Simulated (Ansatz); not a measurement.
Born–Oppenheimer molecular dynamics of a periodic cell of 41 atoms, Ba8LiTi8O24 (host BaTiO3, host structure Pm-3m, interstitial Li), cell charge +1. It starts from a partly relaxed structure (largest force component 0.06 eV/Å).

Theory: DFT PBE, scalar-relativistic, plane waves, PAW in Ansatz 0.2.0. Settings: PAW set soft_1, cutoff 420 eV, k mesh 2x2x2, fermi-dirac smearing 0.05 eV, no spin polarisation.

```json
{"ensemble": "NVT, Langevin thermostat", "time step": "1 fs", "steps asked": "140", "set temperature": "1500 K", "friction": "0.02 /fs", "seed": "938911"}
```

Frames 20 fs apart, positions in Å, forces in eV/Å.

Velocities at 40 fs (Å/ps):

```
Ba 0.21 -3.32 4.32
Ti -5.17 -4.39 -2.79
O 0.41 7.01 -3.85
O -4.41 -11.01 -17.03
O -0.24 -2.53 -19.11
Ba 0.31 -1.15 1.21
Ti 1.54 -4.45 -2.54
O -2.53 12.58 -9.50
O 2.19 -6.59 0.73
O -3.78 0.40 7.51
Ba 1.41 -1.22 1.59
Ti -0.69 3.32 -8.48
O 3.21 -1.14 -2.68
O -12.18 -5.73 0.90
O 11.78 1.67 3.75
Ba -3.54 -0.87 1.76
Ti 2.74 -7.97 -7.69
O 3.01 8.11 1.32
O 2.21 0.76 0.51
O 5.79 -17.90 16.04
Ba 3.81 4.09 -0.69
Ti 1.89 -3.01 -2.52
O 0.91 -8.35 -1.30
O 1.15 -3.26 9.29
O -3.08 0.14 -2.82
Ba -1.18 -0.01 1.84
Ti 8.71 1.60 -1.29
O -3.89 -3.56 -20.39
O 1.78 -2.28 -1.66
O 12.98 8.69 -13.61
Ba -6.20 -3.35 -5.07
Ti 2.16 -5.45 -3.62
O 2.59 7.85 -15.77
O -2.69 -1.18 -4.40
O 8.89 3.86 20.57
Ba 1.72 0.03 -4.08
Ti 6.17 -4.32 -2.15
O 9.08 -6.28 -6.62
O -7.55 2.68 2.88
O 4.35 -2.89 8.42
Li -14.71 -5.30 -0.09
```

```xyz
41
Lattice="7.9400 0.0000 0.0000 0.0000 7.9400 0.0000 0.0000 0.0000 7.9400" Properties=species:S:1:pos:R:3:forces:R:3 time_fs=40 energy_less_start_eV=7.254 T=1217
Ba 0.002 -0.117 0.093 0.81 0.68 -0.24
Ti 2.245 1.770 1.530 -0.88 -2.73 1.80
O 1.844 1.764 -0.109 0.78 0.67 -1.87
O 0.039 1.680 1.920 -0.16 1.04 0.27
O 2.388 -0.186 1.819 -1.90 1.23 0.49
Ba -0.083 0.101 3.943 0.18 -1.02 -0.39
Ti 2.010 2.015 5.506 -2.42 -0.04 4.83
O 2.156 1.865 3.808 -0.41 0.24 -2.19
O 0.052 1.735 5.721 0.61 1.35 0.36
O 2.357 -0.148 5.942 -0.95 1.93 -0.83
Ba 0.180 3.842 0.143 -1.44 0.97 -1.60
Ti 1.915 5.792 2.225 -0.55 1.48 -3.10
O 1.758 5.942 -0.189 0.03 -0.83 2.65
O -0.056 5.821 2.193 -0.37 0.14 -0.46
O 1.969 3.743 1.838 1.56 0.92 -0.35
Ba -0.296 4.233 4.332 0.19 0.17 -0.95
Ti 2.054 5.974 6.061 0.02 0.58 -1.34
O 2.007 5.889 3.922 -0.18 0.07 1.72
O -0.145 6.287 5.997 -0.70 -1.20 -1.12
O 1.688 3.961 5.750 1.04 -1.63 0.29
Ba 4.213 -0.026 0.004 -1.87 -1.21 -1.33
Ti 5.899 1.915 1.878 2.92 0.86 0.54
O 6.249 2.203 -0.030 -1.72 -1.77 0.03
O 4.070 1.855 1.535 0.42 0.97 1.29
O 5.813 -0.026 2.139 0.36 0.27 -0.78
Ba 4.033 0.042 3.941 -0.63 -0.90 0.12
Ti 5.808 2.287 5.908 1.77 -1.95 0.43
O 5.985 2.149 3.883 -0.73 -0.04 0.60
O 3.951 2.129 5.902 0.38 -0.06 0.09
O 5.788 0.067 5.843 -0.10 0.30 0.56
Ba 3.925 3.934 -0.037 -0.10 0.86 -0.12
Ti 5.797 5.867 2.034 1.16 -0.64 0.38
O 6.085 6.080 0.136 -1.18 -0.26 -0.93
O 3.680 5.649 1.828 3.34 0.52 0.21
O 5.820 4.005 2.003 0.40 -0.72 -0.42
Ba 3.966 3.967 3.897 -0.51 0.34 0.23
Ti 5.960 6.251 6.107 0.03 -2.08 -0.64
O 5.678 5.812 3.987 0.47 1.24 0.39
O 3.832 5.614 6.065 2.02 0.88 -0.34
O 5.909 4.050 6.214 0.64 -0.08 -1.24
Li 0.969 2.913 2.704 -2.34 -0.56 2.99
41
Lattice="7.9400 0.0000 0.0000 0.0000 7.9400 0.0000 0.0000 0.0000 7.9400" Properties=species:S:1:pos:R:3:forces:R:3 time_fs=60 energy_less_start_eV=6.808 T=1502
Ba 0.016 -0.182 0.185 -0.45 0.28 -2.44
Ti 2.148 1.618 1.498 1.27 2.96 2.75
O 1.934 1.873 -0.204 0.47 -0.22 -0.01
O -0.071 1.703 1.705 2.39 1.08 0.93
O 2.163 -0.114 1.692 0.06 -1.43 0.91
Ba -0.085 0.136 3.986 -0.49 -1.89 -0.82
Ti 2.016 1.908 5.601 -0.45 -0.54 0.71
O 2.049 2.014 3.673 -0.19 -1.44 1.30
O 0.016 1.706 5.780 0.32 1.76 0.15
O 2.190 -0.080 5.973 -0.34 -1.24 -0.48
Ba 0.186 3.863 0.127 -1.61 -0.28 -0.56
Ti 1.902 5.864 1.992 0.76 -2.48 0.84
O 1.671 5.837 -0.063 1.39 -0.21 -0.12
O -0.295 5.840 2.113 3.13 0.42 -0.56
O 2.096 3.991 2.091 -2.36 -0.20 -1.19
Ba -0.373 4.248 4.368 1.49 0.18 -1.93
Ti 2.070 5.932 5.937 0.32 1.81 0.01
O 1.963 5.891 3.942 -0.48 0.50 0.18
O -0.160 6.157 5.877 1.99 -0.84 0.08
O 1.861 3.612 5.961 -0.11 3.32 -0.44
Ba 4.262 0.031 -0.041 -1.53 -0.37 -1.36
Ti 5.967 1.831 1.806 -0.13 1.54 1.81
O 6.106 1.985 -0.121 -0.64 -0.31 -0.10
O 4.056 2.060 1.708 -2.04 -1.14 -0.34
O 5.880 0.020 1.911 -0.45 -1.17 0.30
Ba 3.998 0.018 3.969 0.67 -0.21 -0.43
Ti 5.989 2.245 5.961 -0.30 -4.18 -0.04
O 5.894 2.045 3.729 0.79 -0.02 1.66
O 4.072 2.021 5.853 -0.45 -0.06 -0.11
O 5.971 0.096 5.828 -1.10 -1.49 0.65
Ba 3.836 3.908 -0.128 0.51 -0.07 0.43
Ti 5.809 5.743 1.965 0.82 -0.02 1.23
O 6.031 6.108 -0.062 -0.94 -0.87 1.86
O 3.877 5.622 1.846 0.04 2.18 -0.23
O 5.973 3.879 2.066 0.28 1.22 -1.23
Ba 4.005 3.974 3.849 -0.74 -0.80 0.19
Ti 6.018 6.168 6.109 -1.29 0.81 -2.41
O 5.825 5.991 3.959 -0.68 -0.15 -0.17
O 3.890 5.646 5.918 -0.51 1.14 0.40
O 6.006 3.968 6.314 0.31 1.84 -1.20
Li 0.625 2.686 2.941 0.27 0.62 -0.21
41
Lattice="7.9400 0.0000 0.0000 0.0000 7.9400 0.0000 0.0000 0.0000 7.9400" Properties=species:S:1:pos:R:3:forces:R:3 time_fs=80 energy_less_start_eV=7.792 T=1473
Ba 0.090 -0.165 0.261 -1.82 0.11 -2.88
Ti 2.146 1.641 1.636 -1.87 0.88 0.86
O 2.042 1.892 -0.188 -0.52 -0.71 1.44
O 0.002 1.972 1.788 -0.84 -0.79 -0.55
O 1.861 -0.175 1.862 2.29 1.86 0.56
Ba -0.066 0.090 4.025 0.11 -1.99 -0.98
Ti 1.978 1.792 5.796 2.87 2.60 -0.10
O 1.914 1.866 3.880 0.17 -0.25 0.13
O 0.051 1.931 6.031 -0.81 -0.53 -0.44
O 2.114 -0.128 5.877 -0.21 1.94 0.67
Ba 0.159 3.898 -0.021 -0.71 -0.36 0.03
Ti 1.774 5.753 1.808 0.66 1.20 3.82
O 1.747 5.741 0.036 1.45 1.11 -1.85
O -0.120 6.019 2.056 -0.12 -0.93 -0.45
O 1.987 4.076 2.178 -0.95 -3.26 -0.25
Ba -0.439 4.238 4.377 2.80 1.08 -1.94
Ti 2.062 6.018 5.873 -1.46 -3.00 -1.96
O 1.673 5.961 3.931 1.84 0.12 1.20
O 0.153 6.074 5.901 -2.76 0.07 0.96
O 2.020 3.902 6.038 -0.37 -0.57 -1.21
Ba 4.246 0.042 -0.061 -3.43 -2.34 -0.42
Ti 5.955 1.864 1.844 1.10 -0.16 1.40
O 5.754 1.762 -0.146 1.95 2.11 0.88
O 3.785 2.232 1.659 2.71 -1.50 1.74
O 5.828 0.048 1.759 0.35 0.96 1.57
Ba 3.918 -0.062 3.936 0.45 -0.13 -0.69
Ti 6.160 2.040 6.036 -2.85 -0.13 -0.42
O 5.975 1.918 3.884 0.00 0.60 -0.11
O 3.975 1.809 5.841 -0.09 0.70 -0.32
O 5.911 -0.100 6.043 0.84 2.10 -0.86
Ba 3.885 3.921 -0.136 0.33 0.45 -0.88
Ti 5.847 5.612 1.931 0.71 3.69 -0.41
O 5.970 5.912 0.009 -0.01 0.28 -1.00
O 4.040 5.698 1.817 -0.99 0.96 0.53
O 6.011 3.881 1.796 0.12 -1.76 0.65
Ba 4.048 3.989 3.900 -1.84 -1.01 0.42
Ti 5.955 6.130 6.024 0.04 -1.97 0.37
O 5.867 6.134 3.932 0.41 -1.17 0.19
O 3.976 5.801 5.670 0.74 0.75 1.61
O 6.176 3.971 6.272 -1.54 -1.38 -0.85
Li 0.630 2.760 3.109 1.26 0.34 -0.41
41
Lattice="7.9400 0.0000 0.0000 0.0000 7.9400 0.0000 0.0000 0.0000 7.9400" Properties=species:S:1:pos:R:3:forces:R:3 time_fs=100 energy_less_start_eV=8.312 T=1501
Ba 0.133 -0.107 0.244 -1.57 0.38 -2.32
Ti 2.048 1.775 1.879 1.84 -0.80 -1.31
O 2.044 1.694 -0.018 -0.39 1.17 1.41
O -0.107 2.235 1.905 1.33 -1.76 0.35
O 1.863 -0.253 2.011 1.15 1.32 -0.18
Ba -0.043 0.016 4.056 -0.98 -0.62 -0.74
Ti 2.085 1.793 5.960 0.23 1.46 -0.82
O 1.762 1.600 3.992 1.48 1.90 -1.12
O 0.000 2.025 6.090 0.68 -1.01 -0.65
O 2.005 0.063 6.014 0.28 -2.73 -0.07
Ba 0.103 3.843 -0.177 0.09 0.53 1.33
Ti 1.710 5.695 1.731 2.13 0.82 0.49
O 1.925 5.833 -0.110 0.43 -0.08 2.73
O -0.071 5.920 1.977 -0.17 -0.67 -0.08
O 1.844 3.755 2.117 1.55 2.53 -1.56
Ba -0.487 4.236 4.364 3.78 -1.40 -2.89
Ti 2.018 5.979 5.649 -1.91 -1.12 7.72
O 1.844 6.080 4.049 0.09 -0.98 -6.03
O 0.101 6.223 6.038 -0.03 -1.50 -0.62
O 2.050 4.054 5.944 0.09 -0.34 -1.27
Ba 4.194 -0.037 -0.015 -1.84 -0.32 0.17
Ti 5.974 1.940 1.954 0.21 -0.20 0.81
O 5.819 1.862 -0.064 0.64 0.25 -0.22
O 3.909 2.239 1.802 -1.32 -1.52 1.39
O 5.687 0.166 2.010 0.98 -1.83 -0.35
Ba 3.857 -0.163 3.899 1.26 1.49 -0.92
Ti 6.163 1.831 6.045 -1.75 -0.06 -0.20
O 6.026 1.915 3.951 -0.61 0.82 0.72
O 3.896 1.835 5.846 0.99 0.77 -0.06
O 6.102 -0.111 6.182 -0.72 0.17 -0.97
Ba 3.940 3.958 -0.101 -0.20 -0.81 -0.33
Ti 5.872 5.666 1.788 -0.15 0.23 0.71
O 6.013 5.744 -0.016 -0.44 1.24 -0.61
O 4.019 5.773 1.919 -0.32 -0.02 0.35
O 5.946 3.828 1.617 -0.25 2.47 1.76
Ba 4.077 3.986 3.986 -1.00 -1.53 -0.52
Ti 5.842 5.963 5.955 3.47 1.65 0.99
O 6.090 6.011 3.980 -1.81 0.02 0.09
O 4.125 5.985 5.715 -2.43 -0.21 0.90
O 6.204 3.858 6.130 -3.42 1.03 0.25
Li 1.035 3.022 3.256 -1.39 -0.73 1.69
41
Lattice="7.9400 0.0000 0.0000 0.0000 7.9400 0.0000 0.0000 0.0000 7.9400" Properties=species:S:1:pos:R:3:forces:R:3 time_fs=120 energy_less_start_eV=7.202 T=1612
Ba 0.124 -0.033 0.214 -0.52 -0.08 -0.28
Ti 2.015 1.897 1.985 1.51 -2.24 -0.14
O 2.033 1.914 0.122 -0.19 0.55 -2.02
O -0.160 2.251 2.110 1.30 -0.85 0.44
O 2.092 -0.013 2.022 -1.53 1.08 -1.31
Ba 0.013 0.013 4.134 -0.48 -0.33 -1.57
Ti 2.193 1.760 6.116 -0.31 0.23 -1.17
O 2.038 1.676 3.941 0.75 -0.29 1.38
O 0.074 1.907 6.040 -0.33 -0.35 -0.43
O 2.066 -0.002 6.154 -0.21 -0.15 -0.80
Ba 0.076 3.797 -0.275 -0.54 0.26 2.05
Ti 1.780 5.661 1.811 0.52 2.55 1.61
O 2.111 6.141 0.042 -0.88 -2.00 -0.29
O -0.160 5.766 1.992 1.05 0.83 -0.81
O 1.929 3.898 1.997 -0.25 -0.85 0.57
Ba -0.503 4.166 4.321 2.15 -1.47 -2.79
Ti 1.883 5.886 5.783 2.91 -0.04 -0.51
O 1.894 6.159 3.797 -0.82 -1.68 2.44
O 0.178 6.081 6.121 -2.49 -0.77 -0.20
O 2.062 3.970 5.669 -0.81 0.21 0.65
Ba 4.102 -0.108 0.090 -1.31 0.48 0.06
Ti 5.924 1.974 2.123 0.50 -0.97 -0.16
O 6.003 2.042 0.004 -0.17 -1.12 -0.13
O 3.888 2.062 2.034 1.20 0.20 -0.06
O 5.937 0.031 2.052 0.08 0.32 -0.48
Ba 3.772 -0.192 3.808 2.10 0.76 0.62
Ti 6.036 1.587 6.096 -0.30 2.80 -0.19
O 5.944 1.982 4.114 0.00 -0.38 -1.15
O 4.072 1.862 5.994 -1.13 -0.29 0.41
O 6.027 -0.196 6.118 0.26 0.35 -0.28
Ba 4.016 3.964 -0.083 -1.06 -1.09 0.37
Ti 5.806 5.815 1.702 0.94 0.10 2.64
O 5.905 5.779 -0.148 0.19 0.87 1.45
O 3.841 5.833 2.005 2.09 -0.27 -0.55
O 5.971 4.049 1.663 -1.00 -1.17 1.61
Ba 4.102 3.973 4.103 -1.64 -0.77 -1.54
Ti 5.858 5.796 5.970 -2.50 1.71 -0.94
O 6.026 5.839 4.066 -1.41 1.67 0.05
O 3.918 6.077 5.861 1.41 -1.03 0.45
O 5.789 3.827 5.949 0.56 1.80 1.15
Li 1.176 2.971 3.717 0.39 1.42 -0.14
```

Of the whole run (140 fs, mean temperature of the second half 1574 K): A run of 0.14 ps of so small a system gives no equilibrium averages. Limits of this set-up: a small cell, in which the defect meets its images, a typed lattice constant that wasn't relaxed here, charged cell in a uniform background, uncorrected.

Time of the run: 21 min on 4 threads of Intel(R) Xeon(R) Platinum 8259CL CPU @ 2.50GHz (Skylake/Cascade Lake) (shared host), peak memory 3 GiB.
